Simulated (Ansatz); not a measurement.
I need a point defect in a supercell of CaMg, space group Pm-3m. Use the Ansatz DFT code, driven from Python. Level of theory (first run): PBEsol, PAW, cutoff 470 eV, 2×2×2 k-points, cold smearing of 0.01 eV.

```cif
data_structure
_symmetry_space_group_name_H-M 'P 1'
_symmetry_Int_Tables_number 1
_cell_length_a 3.9661
_cell_length_b 3.9661
_cell_length_c 3.9661
_cell_angle_alpha 90.000
_cell_angle_beta 90.000
_cell_angle_gamma 90.000
_cell_volume 62.39
loop_
_atom_site_label
_atom_site_type_symbol
_atom_site_fract_x
_atom_site_fract_y
_atom_site_fract_z
_atom_site_occupancy
Ca1 Ca 0.00000 0.00000 0.00000 1
Mg1 Mg 0.50000 0.50000 0.50000 1
```

`defect_camg.py`:
```python
# -*- coding: utf-8 -*-
"""An antisite in a supercell of CaMg, against the perfect cell."""

import ansatz as az
import numpy as np
from pymatgen.core import Lattice, Structure
from pymatgen.io.ase import AseAtomsAdaptor

SETTINGS = {
    "xc": "pbesol",
    "ecut": 470,
    "k_density": 1.8,
    "smearing": "cold",
    "tolerance": 1e-06,
    "max_iterations": 80,
}

pmg_structure = Structure(
    Lattice([[3.966138, 0.0, 0.0], [0.0, 3.966138, 0.0], [0.0, 0.0, 3.966138]]),
    ["Ca", "Mg"],
    [
        [0.0, 0.0, 0.0],
        [0.5, 0.5, 0.5],
    ],
)
xtal = az.Crystal.from_ase(AseAtomsAdaptor.get_atoms(pmg_structure))
host = xtal.supercell(2)
defective = host.substitution("Ca", at=[0.5, 0.5, 0.5], replaces="Mg")

def settled(structure):
    return (
        structure.calculation()
        .functional(SETTINGS["xc"])
        .pseudopotentials("paw")
        .basis(SETTINGS["ecut"])
        .kpoints(density=SETTINGS["k_density"])
        .occupations(SETTINGS["smearing"], width=10 * az.meV)
        .scf(tolerance=SETTINGS["tolerance"], max_iterations=SETTINGS["max_iterations"], self_checks="high")
        .band_table()
    )


perfect = settled(host).run(threads=1, pin="off").report
job = settled(defective).forces()
result = job.run(threads=1, pin="off")
report = result.report

n_host, n_defect = len(perfect["lattice"]["sites"]), len(report["lattice"]["sites"])
print(f"perfect cell: {n_host} atoms, F = {perfect['free_energy_ev']:.4f} eV")
print(f"defect cell:  {n_defect} atoms, F = {report['free_energy_ev']:.4f} eV")
# chemical potentials are still to be added to this difference
print(f"difference {report['free_energy_ev'] - perfect['free_energy_ev']:.4f} eV (no chemical potentials)")

for label, run in (("perfect", perfect), ("defect", report)):
    levels, filled = np.array(run["eigenvalues_ev"][0]), np.array(run["occupations"][0])
    top = int(np.argmin(np.abs(levels - run["fermi_energy_ev"])))
    window = slice(max(top - 3, 0), top + 4)
    print(label, "levels near E_F at the first k-point:", ", ".join(f"{e - run['fermi_energy_ev']:.2f} ({f:.2f})" for e, f in zip(levels[window], filled[window])))

for site in result.lattice.sites:
    print(f"{site.symbol:2s}", " ".join(f"{v:8.4f}" for v in site.position_ang))
```

```console
$ python defect_camg.py
DeckWarning: scf.convergence.dr2_threshold = 1e-6 eV is looser than this run's default, which is 1e-7 eV or tighter. The error in the forces grows as the threshold's square root, so leave the key out unless less accurate forces are enough
perfect cell: 16 atoms, F = -29646.8270 eV
defect cell:  16 atoms, F = -29528.2543 eV
difference 118.5727 eV (no chemical potentials)
perfect levels near E_F at the first k-point: -0.51 (2.00), -0.51 (2.00), -0.51 (2.00), 0.08 (0.00), 0.08 (0.00), 0.08 (0.00), 0.79 (0.00)
defect levels near E_F at the first k-point: -0.06 (2.00), -0.05 (2.00), -0.05 (2.00), -0.05 (2.00), 0.70 (0.00), 0.70 (0.00), 1.62 (0.00)
Ca   0.0000   0.0000   0.0000
Ca   1.9831   1.9831   1.9831
Ca   0.0000   0.0000   3.9661
Mg   1.9831   1.9831   5.9492
Ca   0.0000   3.9661   0.0000
Mg   1.9831   5.9492   1.9831
Ca   0.0000   3.9661   3.9661
Mg   1.9831   5.9492   5.9492
Ca   3.9661   0.0000   0.0000
Mg   5.9492   1.9831   1.9831
Ca   3.9661   0.0000   3.9661
Mg   5.9492   1.9831   5.9492
Ca   3.9661   3.9661   0.0000
Mg   5.9492   5.9492   1.9831
Ca   3.9661   3.9661   3.9661
Mg   5.9492   5.9492   5.9492
```
(Warnings from the package without file and line.)

What to keep in mind:
- The settings weren't tested for convergence.
- The computed bands are complete only to about 1.1 eV above the Fermi level.
- For a metal this k-point mesh is coarse: on a finer one energies can move by several to tens of meV an atom and pressures by half a GPa or more, differences at one mesh by less.
- The atoms stand at ideal sites; relaxing them can change energy and levels by an eV or more.
- The difference holds no chemical potentials.
- Errors of mesh and smearing per atom add up over the supercell, so the energy can be off by tenths of an eV.
- Each cell's levels count from its own Fermi level and aren't aligned; one k-point can hide that the defect cell is metallic.
- This cell is a computed structure, which may not be the phase found in nature.
- Gaps and levels are Kohn-Sham values on a finite set of k-points.
- The supercell is small, so the defect meets its images and the energies aren't those of an isolated defect; a partly filled defect level may also lower its energy by spin or distortion. For a charged cell the difference holds no correction, alignment or term for the electrons' reservoir.
- It ran for 30 s on 1 thread of Arm Neoverse V1 (shared host), peak memory 0.85 GiB.

(A comment or docstring line of the script was reworded after the run, the code is as it ran; lines on the test bed's own set-up are left out of the output.)
